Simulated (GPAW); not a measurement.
# LiBe (Pm-3m) in GPAW: reference runs

How does LiBe come out in PBE? The cell is run as given and disturbed.

Everything below comes from runs of GPAW 26.7.0. Logs are shortened: lines on timing, memory, paths and dates and some standing lists are left out, and cuts for length are marked. The log counts tension as positive stress, the text compression.

## Step 1: The crystal as given

It takes space group Pm-3m (No. 221, cubic). Conventional cell: a = 2.811 Å, b = 2.811 Å, c = 2.811 Å, α = 90.00°, β = 90.00°, γ = 90.00°. Be (site symmetry m-3m) has 8 Li at 2.43 Å as nearest neighbours. Li (site symmetry m-3m) has 8 Be at 2.43 Å as nearest neighbours.

The cell comes from a database or a generator and needn't be the stable form of this composition.

## Step 2: Single point, PBE

The input, run.py:

```python
from ase import Atoms
from ase.dft.bandgap import bandgap
from ase.io import write
from ase.units import GPa
from gpaw import GPAW, PW

atoms = Atoms(['Be', 'Li'],
              cell=[[2.811153, 0.0, 0.0],
                    [0.0, 2.811153, 0.0],
                    [0.0, 0.0, 2.811153]],
              scaled_positions=[[0.5, 0.5, 0.5],
                                [0.0, 0.0, 0.0]],
              pbc=True)

calc = GPAW(mode=PW(800),
            xc='PBE',
            kpts={'size': (9, 9, 9), 'gamma': True},
            occupations={'name': 'fermi-dirac', 'width': 0.05},
            nbands=8,
            convergence={'density': 1e-05, 'energy': 1e-05},
            maxiter=150,
            txt='gpaw.txt')
atoms.calc = calc
energy = atoms.get_potential_energy()
forces = atoms.get_forces()
stress = atoms.get_stress()
calc.write('gs.gpw')
write('result.traj', atoms)
print(f'Energy: {energy:.6f} eV')
print('Forces (eV/A):')
print(forces.round(4))
print('Stress (GPa):', (stress / GPa).round(3))
print('Fermi level:', round(calc.get_fermi_level(), 4), 'eV')
print(f'Gap: {bandgap(calc)[0]:.4f} eV, direct: {bandgap(calc, direct=True)[0]:.4f} eV')
```

Potentials or basis: GPAW PAW data sets (gpaw-data 1.2.1), pw.

Command:

```console
$ OMP_NUM_THREADS=1 python run.py
```

gpaw.txt:

```text
__  _  _
 | _ |_)|_||  |
 |__||  | ||/\| - 26.7.0

Input parameters:
  mode=PW(ecut=800.0),
  convergence={'density': 1e-05, 'energy': 1e-05},
  kpts=MonkhorstPack(size=(9, 9, 9), gamma=True),
  maxiter=150,
  nbands=8,
  occupations=Occupations(name='fermi-dirac', width=0.05),
  xc=XC(name='PBE')

Diagonalizing LCAO Hamiltonian
Converting LCAO to pw mode
   .------.
  /|      |
 * |      |
 | .-Be---.
 |/      /
 Li-----*

Atoms  # Å, Bohr magnetons
|   | symbol |        x |        y |        z |    initial magnetic moments |
|---|--------|----------|----------|----------|-----------------------------|
| 0 |     Be | 1.405577 | 1.405577 | 1.405577 | ( 0.0000,  0.0000,  0.0000) |
| 1 |     Li | 0.000000 | 0.000000 | 0.000000 | ( 0.0000,  0.0000,  0.0000) |

Unit cell  # Å
| periodic |        x |        y |        z |  lengths |    angles |
|----------|----------|----------|----------|----------|-----------|
|      yes | 2.811153 | 0.000000 | 0.000000 | 2.811153 | 90.000000 |
|      yes | 0.000000 | 2.811153 | 0.000000 | 2.811153 | 90.000000 |
|      yes | 0.000000 | 0.000000 | 2.811153 | 2.811153 | 90.000000 |

Number of symmetries: 48
Symmetry operations  # r_c * U_cc + t_c -> r_c
|    | kind |            matrix            |
|----|------|------------------------------|
|  0 |  E   |  1, 0, 0,  0, 1, 0,  0, 0, 1 |
|  1 |  σ   |  1, 0, 0,  0, 1, 0,  0, 0,-1 |
|  2 |  σ   |  1, 0, 0,  0, 0, 1,  0, 1, 0 |
|  3 |  C4  |  1, 0, 0,  0, 0, 1,  0,-1, 0 |
|  4 |  C4  |  1, 0, 0,  0, 0,-1,  0, 1, 0 |
|  5 |  σ   |  1, 0, 0,  0, 0,-1,  0,-1, 0 |
|  6 |  σ   |  1, 0, 0,  0,-1, 0,  0, 0, 1 |
|  7 |  C2  |  1, 0, 0,  0,-1, 0,  0, 0,-1 |
|  8 |  σ   |  0, 1, 0,  1, 0, 0,  0, 0, 1 |
|  9 |  C2  |  0, 1, 0,  1, 0, 0,  0, 0,-1 |
| 10 |  C3  |  0, 1, 0,  0, 0, 1,  1, 0, 0 |
| 11 |  S6  |  0, 1, 0,  0, 0, 1, -1, 0, 0 |
| 12 |  S6  |  0, 1, 0,  0, 0,-1,  1, 0, 0 |
| 13 |  C3  |  0, 1, 0,  0, 0,-1, -1, 0, 0 |
| 14 |  C4  |  0, 1, 0, -1, 0, 0,  0, 0, 1 |
| 15 |  S4  |  0, 1, 0, -1, 0, 0,  0, 0,-1 |
| 16 |  C3  |  0, 0, 1,  1, 0, 0,  0, 1, 0 |
| 17 |  S6  |  0, 0, 1,  1, 0, 0,  0,-1, 0 |
| 18 |  σ   |  0, 0, 1,  0, 1, 0,  1, 0, 0 |
| 19 |  C4  |  0, 0, 1,  0, 1, 0, -1, 0, 0 |
| 20 |  C2  |  0, 0, 1,  0,-1, 0,  1, 0, 0 |
| 21 |  S4  |  0, 0, 1,  0,-1, 0, -1, 0, 0 |
| 22 |  S6  |  0, 0, 1, -1, 0, 0,  0, 1, 0 |
| 23 |  C3  |  0, 0, 1, -1, 0, 0,  0,-1, 0 |
| 24 |  S6  |  0, 0,-1,  1, 0, 0,  0, 1, 0 |
| 25 |  C3  |  0, 0,-1,  1, 0, 0,  0,-1, 0 |
| 26 |  C4  |  0, 0,-1,  0, 1, 0,  1, 0, 0 |
| 27 |  σ   |  0, 0,-1,  0, 1, 0, -1, 0, 0 |
| 28 |  S4  |  0, 0,-1,  0,-1, 0,  1, 0, 0 |
| 29 |  C2  |  0, 0,-1,  0,-1, 0, -1, 0, 0 |
| 30 |  C3  |  0, 0,-1, -1, 0, 0,  0, 1, 0 |
| 31 |  S6  |  0, 0,-1, -1, 0, 0,  0,-1, 0 |
| 32 |  C4  |  0,-1, 0,  1, 0, 0,  0, 0, 1 |
| 33 |  S4  |  0,-1, 0,  1, 0, 0,  0, 0,-1 |
| 34 |  S6  |  0,-1, 0,  0, 0, 1,  1, 0, 0 |
| 35 |  C3  |  0,-1, 0,  0, 0, 1, -1, 0, 0 |
| 36 |  C3  |  0,-1, 0,  0, 0,-1,  1, 0, 0 |
| 37 |  S6  |  0,-1, 0,  0, 0,-1, -1, 0, 0 |
| 38 |  σ   |  0,-1, 0, -1, 0, 0,  0, 0, 1 |
| 39 |  C2  |  0,-1, 0, -1, 0, 0,  0, 0,-1 |
| 40 |  σ   | -1, 0, 0,  0, 1, 0,  0, 0, 1 |
| 41 |  C2  | -1, 0, 0,  0, 1, 0,  0, 0,-1 |
| 42 |  C2  | -1, 0, 0,  0, 0, 1,  0, 1, 0 |
| 43 |  S4  | -1, 0, 0,  0, 0, 1,  0,-1, 0 |
| 44 |  S4  | -1, 0, 0,  0, 0,-1,  0, 1, 0 |
| 45 |  C2  | -1, 0, 0,  0, 0,-1,  0,-1, 0 |
| 46 |  C2  | -1, 0, 0,  0,-1, 0,  0, 0, 1 |
| 47 |  i   | -1, 0, 0,  0,-1, 0,  0, 0,-1 |

BZ-sampling:
  Number of BZ points: 729
  Number of IBZ points: 35

  Monkhorst-Pack size: [9, 9, 9]
  Monkhorst-Pack shift: [0, 0, 0]

K-points  # in reciprocal-cell coordinates
|     |                                coordinates |     weight |
|-----|--------------------------------------------|------------|
|   0 | (  0.00000000,   0.00000000,   0.00000000) | 0.00137174 |
|   1 | (  0.11111111,   0.00000000,   0.00000000) | 0.00823045 |
|   2 | (  0.11111111,   0.11111111,   0.00000000) | 0.01646091 |
|   3 | (  0.11111111,   0.11111111,   0.11111111) | 0.01097394 |
|   4 | (  0.22222222,   0.00000000,   0.00000000) | 0.00823045 |
|   5 | (  0.22222222,   0.11111111,   0.00000000) | 0.03292181 |
|   6 | (  0.22222222,   0.11111111,   0.11111111) | 0.03292181 |
|   7 | (  0.22222222,   0.22222222,   0.00000000) | 0.01646091 |
|   8 | (  0.22222222,   0.22222222,   0.11111111) | 0.03292181 |
|   9 | (  0.22222222,   0.22222222,   0.22222222) | 0.01097394 |
| ... |                                            |            |
|  34 | (  0.44444444,   0.44444444,   0.44444444) | 0.01097394 |

Plane wave coefficients: 1189
Cutoff: 800.0 eV

Spin-components: 1 (collinear spins)
Bands:           8
Projectors:      6
Spin-degeneracy: 2
Datatype:        complex128

Parallelization:
  kpt:    1
  domain: 1
  band:   1

Density:
  Valence electrons: 3.0
  Components: 1
  Grid points: [20 20 20]
  Charge: 0.0  # |e|

Potential:
  Grid points: [20 20 20]

species:
  Be:
    name:    Beryllium
    Z:       4.0
    valence: 2
    core:    2
    charge:  0.0  # [|e|]
    compensation charges:
      type: gauss
      rc: 0.25  # [Å]
      lmax: 2
    cutoffs:
      filter: 1.42  # [Å]
      core: 1.77  # [Å]
    projectors
    | kind |    occ | energy [eV] | rcut [Å] |
    |------|--------|-------------|----------|
    |   2s |  2.000 |      -5.610 |    0.794 |
    |   2p |  0.000 |      -2.018 |    0.794 |
    |    s |        |      21.602 |    0.794 |

    Using partial waves for Be as LCAO basis

  Li:
    name:    Lithium
    Z:       3.0
    valence: 1
    core:    2
    charge:  0.0  # [|e|]
    compensation charges:
      type: gauss
      rc: 0.33  # [Å]
      lmax: 2
    cutoffs:
      filter: 1.91  # [Å]
      core: 2.55  # [Å]
    projectors
    | kind |    occ | energy [eV] | rcut [Å] |
    |------|--------|-------------|----------|
    |   2s |  1.000 |      -2.874 |    1.058 |
    |   2p |  0.000 |      -1.090 |    1.058 |
    |    s |        |      24.337 |    1.058 |

    Using partial waves for Li as LCAO basis

Reference energy: -600.972794  # eV

eigensolver:
  PPCG
  Converge bands: occupied
  niter=2

density mixing:
  MSR1-Mixer
  Pratt-step length: 0.05
  Maximum mixing coefficient: 0.75
  Old densities: 10
  SVD Regularization: 0.005
  Good broyden scale: 1.0
  Trust region scale: 1.0
  Backstep threshold: 4.0
  History deletion threshold: 6.0
  Fourier metric: weight=20.0, sigma=0.015

occupation numbers:
  Fermi-Dirac:
    width: 0.0500  # eV

poisson solver:
  ecut: 6400.0  # eV

xc functional:
  name: PBE with 2 nearest neighbor stencil

convergence criteria:
- Maximum integral of absolute [dens]ity change: 1e-05 electrons / valence electron
- Maximum [total energy] change in last 3 cyles: 1e-05 eV / valence electron
- Maximum integral of absolute [eigenst]ate change: 4e-08 eV^2 / valence electron
maximum number of iterations: 150

SCF iterations
|iter     | |      energy | eigst |  dens |
|---------|-|-------------|-------|-------|
|iter:   1| |   -4.925242 | +0.11 |       |
|iter:   2| |   -4.902932 | -3.02 | -1.21 |
|iter:   3| |   -4.844148 | -2.42 | -1.23 |
|iter:   4| |   -4.844240 | -3.18 | -1.93 |
|iter:   5| |   -4.844225 | -5.58 | -2.76 |
|iter:   6| |   -4.844224c| -6.67 | -3.06 |
|iter:   7| |   -4.844224c| -7.64c| -4.11 |
|iter:   8| |   -4.844224c| -7.68c| -4.60 |
|iter:   9| |   -4.844224c| -8.20c| -5.69c|

Converged in 9 steps
Energy contributions relative to reference atoms: (reference = -600.972794)

Energy contributions:
  Kinetic:           5.074750
  Coulomb:          -2.688329
  Zero:             -0.058747
  External:          0.000000
  Xc:               -7.167106
  Entropy:          -0.009583
  Spinorbit:         0.000000
  ----------------------------
  Free energy:      -4.849016
  Extrapolated:     -4.844224

dipole moment: (-1.599717, -1.599717, -1.599717)  # |e|*Ang

Fermi level: 2.883
Eigenvalues  # (at kpt = [0.000, 0.000, 0.000])
| band index |      eig [eV] | occ [0-2] |
|------------|---------------|-----------|
|          0 |        -3.695 |     2.000 |
|          1 |         9.005 |     0.000 |
|          2 |         9.005 |     0.000 |
|          3 |         9.005 |     0.000 |
|          4 |        21.554 |     0.000 |
|          5 |        22.758 |     0.000 |
|          6 |        22.758 |     0.000 |
|          7 |        22.758 |     0.000 |

No gap
No difference between direct/indirect transitions

Forces  # eV/Ang
|       x |       y |       z |
|---------|---------|---------|
| 0.00000 | 0.00000 | 0.00000 |  # Be   0
| 0.00000 | 0.00000 | 0.00000 |  # Li   1

Stress tensor  # eV/Ang^3
|         x |         y |         z |
|-----------|-----------|-----------|
| -0.007130 | -0.000000 |  0.000000 |
| -0.000000 | -0.007130 |  0.000000 |
|  0.000000 |  0.000000 | -0.007130 |

# Writing to gs.gpw (mode='')
```

Wall time 4.6 s (1 thread of INTEL XEON PLATINUM 8581C at 2.10GHz (Emerald Rapids), shared host); peak memory 0.14 GiB.

Results:

* Free energy: -4.8490 eV
* Pressure: 1.1 GPa
* Band gap on the k mesh: none (metal or under the smearing width)

## Step 3: Single point, PBE (atoms moved at random, drawn with an rms of 0.05 Å)

run.py: that of step 2 with these lines changed.

```diff
@@ -1,4 +1,3 @@
-from ase import Atoms
 from ase.dft.bandgap import bandgap
-from ase.io import write
+from ase.io import read, write
 from ase.units import GPa
@@ -6,9 +5,3 @@
 
-atoms = Atoms(['Be', 'Li'],
-              cell=[[2.811153, 0.0, 0.0],
-                    [0.0, 2.811153, 0.0],
-                    [0.0, 0.0, 2.811153]],
-              scaled_positions=[[0.5, 0.5, 0.5],
-                                [0.0, 0.0, 0.0]],
-              pbc=True)
+atoms = read('LiBe.xyz')
```

The input, LiBe.xyz:

```xyz
2
Lattice="2.8111530000 0.0000000000 0.0000000000 0.0000000000 2.8111530000 0.0000000000 0.0000000000 0.0000000000 2.8111530000" Properties=species:S:1:pos:R:3 pbc="T T T"
Be     1.3596647492      1.4333253913      1.4815197983
Li    -0.0024991150      0.0047227370     -0.0702675804
```

Potentials or basis: GPAW PAW data sets (gpaw-data 1.2.1), pw.

Command:

```console
$ OMP_NUM_THREADS=1 python run.py
```

gpaw.txt:

```text
__  _  _
 | _ |_)|_||  |
 |__||  | ||/\| - 26.7.0

Input parameters:
  mode=PW(ecut=800.0),
  convergence={'density': 1e-05, 'energy': 1e-05},
  kpts=MonkhorstPack(size=(9, 9, 9), gamma=True),
  maxiter=150,
  nbands=8,
  occupations=Occupations(name='fermi-dirac', width=0.05),
  xc=XC(name='PBE')

Diagonalizing LCAO Hamiltonian
Converting LCAO to pw mode
   .------.
  /|      |
 * | Be Li|
 | .------.
 |/      /
 *------*

Atoms  # Å, Bohr magnetons
|   | symbol |         x |        y |         z |    initial magnetic moments |
|---|--------|-----------|----------|-----------|-----------------------------|
| 0 |     Be |  1.359665 | 1.433325 |  1.481520 | ( 0.0000,  0.0000,  0.0000) |
| 1 |     Li | -0.002499 | 0.004723 | -0.070268 | ( 0.0000,  0.0000,  0.0000) |

Unit cell  # Å
| periodic |        x |        y |        z |  lengths |    angles |
|----------|----------|----------|----------|----------|-----------|
|      yes | 2.811153 | 0.000000 | 0.000000 | 2.811153 | 90.000000 |
|      yes | 0.000000 | 2.811153 | 0.000000 | 2.811153 | 90.000000 |
|      yes | 0.000000 | 0.000000 | 2.811153 | 2.811153 | 90.000000 |

Number of symmetries: 1
Symmetry operations  # r_c * U_cc + t_c -> r_c
|   | kind |            matrix            |
|---|------|------------------------------|
| 0 |  E   |  1, 0, 0,  0, 1, 0,  0, 0, 1 |

BZ-sampling:
  Number of BZ points: 729
  Number of IBZ points: 365

  Monkhorst-Pack size: [9, 9, 9]
  Monkhorst-Pack shift: [0, 0, 0]

K-points  # in reciprocal-cell coordinates
|     |                                coordinates |     weight |
[... 106 lines left out ...]
  ecut: 6400.0  # eV

xc functional:
  name: PBE with 2 nearest neighbor stencil

convergence criteria:
- Maximum integral of absolute [dens]ity change: 1e-05 electrons / valence electron
- Maximum [total energy] change in last 3 cyles: 1e-05 eV / valence electron
- Maximum integral of absolute [eigenst]ate change: 4e-08 eV^2 / valence electron
maximum number of iterations: 150

SCF iterations
|iter     | |      energy | eigst |  dens |
|---------|-|-------------|-------|-------|
|iter:   1| |   -4.875890 | +0.11 |       |
|iter:   2| |   -4.852399 | -3.01 | -1.19 |
|iter:   3| |   -4.790829 | -2.39 | -1.21 |
|iter:   4| |   -4.791033 | -3.14 | -1.89 |
|iter:   5| |   -4.791023 | -5.12 | -2.78 |
|iter:   6| |   -4.791023c| -7.21 | -3.19 |
|iter:   7| |   -4.791023c| -7.37 | -4.04 |
|iter:   8| |   -4.791023c| -7.72c| -4.63 |
|iter:   9| |   -4.791023c| -8.09c| -5.23c|

Converged in 9 steps
Energy contributions relative to reference atoms: (reference = -600.972794)

Energy contributions:
  Kinetic:           5.287434
  Coulomb:          -2.820357
  Zero:             -0.058766
  External:          0.000000
  Xc:               -7.194510
  Entropy:          -0.009647
  Spinorbit:         0.000000
  ----------------------------
  Free energy:      -4.795846
  Extrapolated:     -4.791023

dipole moment: (1.546229, -1.562174, 1.569189)  # |e|*Ang

Fermi level: 2.878
Eigenvalues  # (at kpt = [0.000, 0.000, 0.000])
| band index |      eig [eV] | occ [0-2] |
|------------|---------------|-----------|
|          0 |        -3.689 |     2.000 |
|          1 |         8.979 |     0.000 |
|          2 |         8.985 |     0.000 |
|          3 |         9.076 |     0.000 |
|          4 |        13.538 |     0.000 |
|          5 |        13.638 |     0.000 |
|          6 |        20.664 |     0.000 |
|          7 |        22.813 |     0.000 |

No gap
No difference between direct/indirect transitions

Forces  # eV/Ang
|        x |        y |        z |
|----------|----------|----------|
|  0.20134 | -0.10713 | -0.64879 |  # Be   0
| -0.20134 |  0.10713 |  0.64880 |  # Li   1

Stress tensor  # eV/Ang^3
|         x |         y |         z |
|-----------|-----------|-----------|
| -0.012820 |  0.000365 |  0.002202 |
|  0.000365 | -0.013337 | -0.001173 |
|  0.002202 | -0.001173 | -0.005636 |

# Writing to gs.gpw (mode='')
```

It took 27 s on 1 thread of INTEL XEON PLATINUM 8581C at 2.10GHz (Emerald Rapids), shared host; peak memory 0.24 GiB.

What came out:

```yaml
Free_energy: -4.7958 eV
Pressure: 1.7 GPa
Largest_force: 0.688 eV/Å
Band_gap_on_the_k_mesh: none (metal or under the smearing width)
```

Forces on the atoms (eV/Å):
```
Be   0.201 -0.107 -0.649
Li  -0.201  0.107  0.649
```

Stress tensor (GPa, compression positive):
```
 2.05 -0.06 -0.35
-0.06  2.14  0.19
-0.35  0.19  0.90
```

Levels at points of the mesh, in eV from the Fermi level:
```csv
k point,band 1,band 2,band 3,band 4
"(0.00, 0.00, 0.00)",-6.57,6.10,6.11,6.20
```
